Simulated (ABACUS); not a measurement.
# CoO (Fm-3m) in ABACUS: reference runs

Aim: a first look at CoO with PBE, on the cell as given and on a disturbed one.

Everything below comes from runs of ABACUS 3.10.1. Logs are shortened: lines on timing, memory, paths and dates and some standing lists are left out, and cuts for length are marked.

## (1) Starting point

Symmetry: Fm-3m, No. 225, cubic system. Conventional cell: a = 4.263 Å, b = 4.263 Å, c = 4.263 Å, α = 90.00°, β = 90.00°, γ = 90.00°. Co (site symmetry m-3m) is surrounded by 6 O at 2.13 Å. O (site symmetry m-3m) has 6 Co at 2.13 Å as nearest neighbours.

## (2) Single point, PBE, collinear spin, ferromagnetic start

File INPUT:

```
INPUT_PARAMETERS
suffix              CoO
calculation         scf
basis_type          pw
pseudo_dir          ./
symmetry            1
dft_functional      pbe
ecutwfc             97
pseudo_rcut         7
nspin               2
nbands              17
ks_solver           dav
smearing_method     fd
smearing_sigma      0.00367493
scf_thr             1e-08
scf_nmax            100
mixing_type         broyden
mixing_beta         0.4
cal_force           1
cal_stress          1
kpar                4
```

File STRU:

```
ATOMIC_SPECIES
Co 58.9332 Co.upf
O 15.9990 O.upf

LATTICE_CONSTANT
1.8897261246

LATTICE_VECTORS
0.0000000000 2.1315016600 2.1315016600
2.1315016600 0.0000000000 2.1315016600
2.1315016600 2.1315016600 0.0000000000

ATOMIC_POSITIONS
Direct

Co
0.0
1
0.0000000000 0.0000000000 0.0000000000 1 1 1 mag 2

O
0.0
1
0.5000000000 0.5000000000 0.5000000000 1 1 1 mag 0
```

File KPT:

```
K_POINTS
0
Gamma
11 11 11 0 0 0
```

Potentials or basis: PseudoDojo NC SR 0.4.1 PBE standard, plane waves.

Started as:

```bash
OMP_NUM_THREADS=1 mpirun -np 4 abacus > log
```

running log:

```text
ABACUS v3.10.1

               Atomic-orbital Based Ab-initio Computation at UStc

 ------------------------------------------------------------------------------------

 READING GENERAL INFORMATION
                           global_out_dir = OUT.CoO/
                           global_in_card = INPUT
                               pseudo_dir = ./
                              orbital_dir =
                                    DSIZE = 4
                                    GSIZE = 1

 READING UNITCELL INFORMATION
                                    ntype = 2
                  lattice constant (Bohr) = 1.88973
              lattice constant (Angstrom) = 1

 READING ATOM TYPE 1
                               atom label = Co
                      L=0, number of zeta = 1
                      L=1, number of zeta = 1
                      L=2, number of zeta = 1
             number of atom for this type = 1
               magnetization of element 1 = 2

 READING ATOM TYPE 2
                               atom label = O
                      L=0, number of zeta = 1
                      L=1, number of zeta = 1
                      L=2, number of zeta = 1
             number of atom for this type = 1
               magnetization of element 2 = 0

                        TOTAL ATOM NUMBER = 2
DIRECT COORDINATES
    atom                   x                   y                   z     mag                  vx                  vy                  vz
taud_Co1            0.0000000000        0.0000000000        0.0000000000  2.0000        0.0000000000        0.0000000000        0.0000000000
taud_O1            0.5000000000        0.5000000000        0.5000000000  0.0000        0.0000000000        0.0000000000        0.0000000000

                          Volume (Bohr^3) = 130.702
                             Volume (A^3) = 19.3681

 Lattice vectors: (Cartesian coordinate: in unit of a_0)
                   +0             +2.1315             +2.1315
              +2.1315                  +0             +2.1315
              +2.1315             +2.1315                  +0
 Reciprocal vectors: (Cartesian coordinate: in unit of 2 pi/a_0)
            -0.234576           +0.234576           +0.234576
            +0.234576           -0.234576           +0.234576
            +0.234576           +0.234576           -0.234576
 The esolver type has been set to : ksdft_pw

                PAO radial cut off (Bohr) = 7

 Read in pseudopotential file is Co.upf
                     pseudopotential type = NC
          exchange-correlation functional = PBE
                 nonlocal core correction = 1
                        valence electrons = 17
                                     lmax = 2
                           number of zeta = 4
                     number of projectors = 6
                           L of projector = 0
[... 5 lines left out ...]
                PAO radial cut off (Bohr) = 7

 Read in pseudopotential file is O.upf
                     pseudopotential type = NC
          exchange-correlation functional = PBE
                 nonlocal core correction = 1
                        valence electrons = 6
                                     lmax = 2
                           number of zeta = 2
                     number of projectors = 5
                           L of projector = 0
                           L of projector = 0
                           L of projector = 1
                           L of projector = 1
                           L of projector = 2
     initial pseudo atomic orbital number = 14
 The readin total magnetization is 2

 SETUP THE ELECTRONS NUMBER
            electron number of element Co = 17
      total electron number of element Co = 17
             electron number of element O = 6
       total electron number of element O = 6
            AUTOSET number of electrons:  = 23
                           occupied bands = 12
                                   NBANDS = 17
                                   NLOCAL = 18

%%%%%%%%%%%%%%%%%%%%%%%%%%%%%%%%%%%%%%%%%%%%%%%%%%%%%%%%%%%%%%%%%%%%%%%%%%%%%%%%%%%%%%%%%%%%%%%%%%%%%%%%%%
 Warning: the number of valence electrons in pseudopotential > 9 for Co: [Ar] 3d7 4s2
 Pseudopotentials with additional electrons can yield (more) accurate outcomes, but may be less efficient.
 If you're confident that your chosen pseudopotential is appropriate, you can safely ignore this warning.
%%%%%%%%%%%%%%%%%%%%%%%%%%%%%%%%%%%%%%%%%%%%%%%%%%%%%%%%%%%%%%%%%%%%%%%%%%%%%%%%%%%%%%%%%%%%%%%%%%%%%%%%%%

 SETUP THE PLANE WAVE BASIS
 energy cutoff for charge/potential (unit:Ry) = 388
            fft grid for charge/potential = [ 36, 36, 36 ]
                        fft grid division = [ 1, 1, 1 ]
        big fft grid for charge/potential = [ 36, 36, 36 ]
                                     nbxx = 46656
                                     nrxx = 46656

 SETUP PLANE WAVES FOR CHARGE/POTENTIAL
                    number of plane waves = 16865
                         number of sticks = 859

[... 37 lines left out ...]
                                    IBRAV = 3
                                  BRAVAIS = FACE CENTERED CUBIC
                       LATTICE CONSTANT A = 4.263
Original cell was already a primitive cell.
                        ROTATION MATRICES = 48
              PURE POINT GROUP OPERATIONS = 48
                   SPACE GROUP OPERATIONS = 48
                              POINT GROUP = O_h
               POINT GROUP IN SPACE GROUP = O_h

 SETUP K-POINTS
                                    nspin = 2
                   Input type of k points = Monkhorst-Pack(Gamma)
                                   nkstot = 1331
                       right hand lattice = 1
(for reciprocal lattice: )
                             BRAVAIS TYPE = 2
                     BRAVAIS LATTICE NAME = 02. Cubic I (body-centered)
                                    ibrav = 2
                       right hand lattice = 1
(for k-lattice: )
                             BRAVAIS TYPE = 2
                     BRAVAIS LATTICE NAME = 02. Cubic I (body-centered)
                                    ibrav = 2
                       right hand lattice = 1
                        ROTATION MATRICES = 48
                               nkstot_ibz = 56
K-POINTS REDUCTION ACCORDING TO SYMMETRY
     IBZ    DIRECT_X    DIRECT_Y    DIRECT_Z  WEIGHT  ibz2bz
       1  0.00000000  0.00000000  0.00000000  0.0008       0
       2  0.09090909  0.09090909  0.09090909  0.0060       1
       3  0.18181818  0.18181818  0.18181818  0.0060       2
       4  0.27272727  0.27272727  0.27272727  0.0060       3
       5  0.36363636  0.36363636  0.36363636  0.0060       4
       6  0.45454545  0.45454545  0.45454545  0.0060       5
[... 22 lines left out ...]
      29 -0.36363636  0.36363636  0.36363636  0.0180      40
      30 -0.45454545  0.27272727  0.27272727  0.0090      41
[... 26 further k points ...]

                               nkstot now = 56
[... K-POINTS DIRECT COORDINATES: 56 rows ...]

           k-point number in this process = 14
       minimum distributed K point number = 14
[... stars of the k points ...]
                             nks(nspin=2) = 28
                          nkstot(nspin=2) = 112

[... K-POINTS CARTESIAN COORDINATES: 28 rows ...]

[... K-POINTS DIRECT COORDINATES: 28 rows ...]

 SETUP PLANE WAVES FOR WAVE FUNCTIONS
     energy cutoff for wavefunc (unit:Ry) = 97
              fft grid for wave functions = [ 36, 36, 36 ]
                    number of plane waves = 2891
                         number of sticks = 265

 PARALLEL PW FOR WAVE FUNCTIONS
     PROC   COLUMNS(POT)             PW
        1            265           2891
 --------------- sum -------------------
        1            265           2891

 SETUP NONLOCAL PSEUDOPOTENTIALS IN PLANE WAVE BASIS
 Co non-local projectors:
 projector 1 L=0
 projector 2 L=0
 projector 3 L=1
 projector 4 L=1
 projector 5 L=2
 projector 6 L=2
 O non-local projectors:
 projector 1 L=0
 projector 2 L=0
 projector 3 L=1
 projector 4 L=1
 projector 5 L=2
      TOTAL NUMBER OF NONLOCAL PROJECTORS = 31

 Init Non-Local PseudoPotential table :
 Init Non-Local-Pseudopotential done.

                                     npwx = 2107

 Make real space PAO into reciprocal space.
       max mesh points in Pseudopotential = 701
     dq(describe PAO in reciprocal space) = 0.01
                                    max q = 1186

 number of pseudo atomic orbitals for Co is 4
WARNING: norm of atomic wavefunction # 3 of atomic type Co is 0.999987, renormalized
WARNING: norm of atomic wavefunction # 4 of atomic type Co is 0.997153, renormalized

 number of pseudo atomic orbitals for O is 2
WARNING: norm of atomic wavefunction # 2 of atomic type O is 0.999977, renormalized

 -------------------------------------------
 SELF-CONSISTENT
 -------------------------------------------
                                 init_chg = atomic

 PW ALGORITHM --------------- ION=   1  ELEC=   1--------------------------------
          total magnetism (Bohr mag/cell) = 2.67875
       absolute magnetism (Bohr mag/cell) = 2.67876
                        nelec for spin up = 12.8394
                      nelec for spin down = 10.1606
[... 145 lines left out ...]
 Density error is 9.6261795839e-10
                          Error Threshold = 1.31943647573e-10
----------------------------------------------------------
     Energy           Rydberg                 eV
----------------------------------------------------------
 E_KohnSham     -339.0671124965      -4613.2447343594
 E_KS(sigma->0) -339.0659589142      -4613.2290390663
 E_Harris       -339.0669133149      -4613.2420243544
 E_band         -22.1317617657       -301.1180667914
 E_one_elec     -153.3695115846      -2086.6992570272
 E_Hartree      91.3357710280        1242.6869172042
 E_xc           -64.4683685964       -877.1371536747
 E_Ewald        -212.5626961789      -2892.0638502756
 E_entropy(-TS) -0.0023071647        -0.0313905862
 E_descf        0.0000000000         0.0000000000
 E_exx          0.0000000000         0.0000000000
 E_Fermi        1.0384770794         14.1292055219
----------------------------------------------------------

 charge density convergence is achieved
 final etot is -4613.2447344 eV
 EFERMI = 14.129205522 eV

 STATE ENERGY(eV) AND OCCUPATIONS    NSPIN == 2
SPIN UP :
 1/14 kpoint (Cartesian) = 0.0000 0.0000 0.0000 (2085 pws)
       1       -82.6697    0.000751315
       2       -46.0163    0.000751315
       3       -46.0163    0.000751315
       4       -46.0163    0.000751315
       5       -6.07800    0.000751315
       6        10.6719    0.000751315
[... 9 lines left out ...]
      16        32.1126        0.00000
[... 82 lines left out ...]
       4       -46.0213     0.00601052
       5       -4.87346     0.00601052
       6        6.01927     0.00601052
[... 9 lines left out ...]
      16        27.5842        0.00000
      17        27.5842        0.00000

[... levels at 22 further k points ...]

------------------------------------------------------------------------------------------
 TOTAL-FORCE (eV/Angstrom)
------------------------------------------------------------------------------------------
                       Co1         0.0000000000         0.0000000000         0.0000000000
                        O1         0.0000000000         0.0000000000         0.0000000000
------------------------------------------------------------------------------------------

----------------------------------------------------------------
 TOTAL-STRESS (KBAR)
----------------------------------------------------------------
       -20.0772564234         0.0000000000         0.0000000000
         0.0000000000       -20.0772564234        -0.0000000000
         0.0000000000        -0.0000000000       -20.0772564234
----------------------------------------------------------------
 TOTAL-PRESSURE: -20.077256 KBAR

 --------------------------------------------
 !FINAL_ETOT_IS -4613.2447343594240010 eV
 --------------------------------------------
```

Wall time 11 s (4 MPI ranks of Intel Xeon 6975P-C (Granite Rapids), shared host); peak memory 0.36 GiB.

What came out:

```yaml
Free_energy: -4613.2447 eV
Pressure: -2.0 GPa
Band_gap_on_the_k_mesh: none (metal or under the smearing width)
Net_moment: 2.99 μB per cell
Absolute_moment: 3.01 μB per cell
```

Caveat: a cell with one magnetic atom can't hold antiferromagnetic order, which such compounds often take; semilocal functionals often make such compounds metallic where correlation or magnetic order opens a gap, which also shifts bond lengths. With open d or f shells a metallic result of PBE can be an artefact of self-interaction; +U or a hybrid may open a gap.

[end of part 1 of 2]
